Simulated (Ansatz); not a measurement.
**CH₅AlF₂Ge: a ladder of functionals and wavefunction methods**

The task here is to estimate one member of a computed series from the others.

The runs use Ansatz 0.2.0, Gaussian basis; functionals in def2-TZVPP, the program's frozen cores in correlated methods.

Levels to be run: LDA (SPW92), PBE-D4, revPBE-D4, BLYP-D4, r2SCAN-D4, B97M-V, PBE0-D4, B3LYP-D4, r2SCANh-D4, r2SCAN0-D4, HSE06-D4, BHLYP-D4, CAM-B3LYP-D4, LC-ωPBE, ωB97X-V, ωB97M-V, B2PLYP, PBE-QIDH; CCSD(T)/def2-SVP; CCSD(T)/def2-TZVPP; MP2/def2-QZVPP; extrapolation to the limit; RPA on PBE.

## Structure used throughout

All runs share one geometry, relaxed beforehand with PBE0-D4 in a triple-zeta def2 set.

SMILES `[CH3][Ge]([F])([F])[AlH2]`, 10 atoms, charge 0, spin multiplicity 1.

Atoms are counted from 1 here; the program's logs count them from 0.

Bond lengths: C1–Ge2 1.938 Å, C1–H6 1.091 Å, C1–H7 1.091 Å, C1–H8 1.091 Å, Ge2–F3 1.751 Å, Ge2–F4 1.751 Å, Ge2–Al5 2.510 Å, Al5–H9 1.585 Å, Al5–H10 1.580 Å. Angles: Ge2–C1–H6 108.3°, Ge2–C1–H7 110.4°, Ge2–C1–H8 110.4°, H6–C1–H7 109.3°, H6–C1–H8 109.3°, H7–C1–H8 109.2°, C1–Ge2–F3 105.1°, C1–Ge2–F4 105.2°, C1–Ge2–Al5 127.8°, F3–Ge2–F4 103.3°, F3–Ge2–Al5 106.6°, F4–Ge2–Al5 106.5°, Ge2–Al5–H9 119.4°, Ge2–Al5–H10 118.3°, H9–Al5–H10 122.3°.

Set-up of the first run:

File in.yaml:

```yaml
crystal:
  periodic: [false, false, false]
  atoms:
    - {symbol: C, position_ang: [-1.088754, -1.322164, 0.464686]}
    - {symbol: Ge, position_ang: [0.410797, -0.321266, -0.245107]}
    - {symbol: F, position_ang: [1.828600, -1.038972, 0.489398]}
    - {symbol: F, position_ang: [0.535175, -0.810620, -1.921417]}
    - {symbol: Al, position_ang: [0.761348, 2.163448, -0.199174]}
    - {symbol: H, position_ang: [-0.916473, -2.381767, 0.269821]}
    - {symbol: H, position_ang: [-1.176628, -1.163744, 1.540346]}
    - {symbol: H, position_ang: [-2.015835, -1.013218, -0.020006]}
    - {symbol: H, position_ang: [-0.334376, 3.090880, 0.471686]}
    - {symbol: H, position_ang: [2.079148, 2.746224, -0.847234]}
basis:
  gaussian: {orbitals: def2-TZVPP}
hamiltonian: {xc: lda}
output: {orbitals: {seedname: orbitals}}
```

Among the steps run: LDA; PBE-D4 (GGA); revPBE-D4 (GGA); BLYP-D4 (GGA); r2SCAN-D4 (meta-GGA); B97M-V (meta-GGA); PBE0-D4 (hybrid); B3LYP-D4 (hybrid); r2SCANh-D4 (hybrid); r2SCAN0-D4 (hybrid); HSE06-D4 (hybrid); BHLYP-D4 (hybrid); CAM-B3LYP-D4 (range-separated); LC-ωPBE (range-separated); ωB97X-V (range-separated); ωB97M-V (range-separated); B2PLYP (double hybrid); PBE-QIDH (double hybrid).

One of the session's tables, all rows but one given; the rest of the session is left out.

It belongs to the step «Frontier levels by functional». 

```
  functional  HOMO (eV)  LUMO (eV)  gap (eV)
 LDA (SPW92)      -6.77      -3.57      3.19
      PBE-D4          ?          ?         ?
   revPBE-D4      -6.57      -3.20      3.37
     BLYP-D4      -6.51      -3.21      3.30
   r2SCAN-D4      -6.91      -3.08      3.84
      B97M-V      -7.01      -3.27      3.75
     PBE0-D4      -7.84      -2.57      5.26
    B3LYP-D4      -7.64      -2.78      4.86
  r2SCANh-D4      -7.36      -2.82      4.54
  r2SCAN0-D4      -8.02      -2.44      5.58
    HSE06-D4      -7.44      -2.94      4.50
    BHLYP-D4      -8.94      -1.81      7.13
CAM-B3LYP-D4      -9.12      -1.63      7.49
     LC-ωPBE     -10.39      -0.51      9.87
     ωB97X-V     -10.07      -0.64      9.43
     ωB97M-V      -9.86      -0.92      8.94
```

Q: Estimate the row for PBE-D4 from the others.

The run gave: HOMO (eV): -6.63; LUMO (eV): -3.32; gap (eV): 3.31. In the column «HOMO (eV)» it lies between LDA (SPW92) (-6.77) and revPBE-D4 (-6.57).
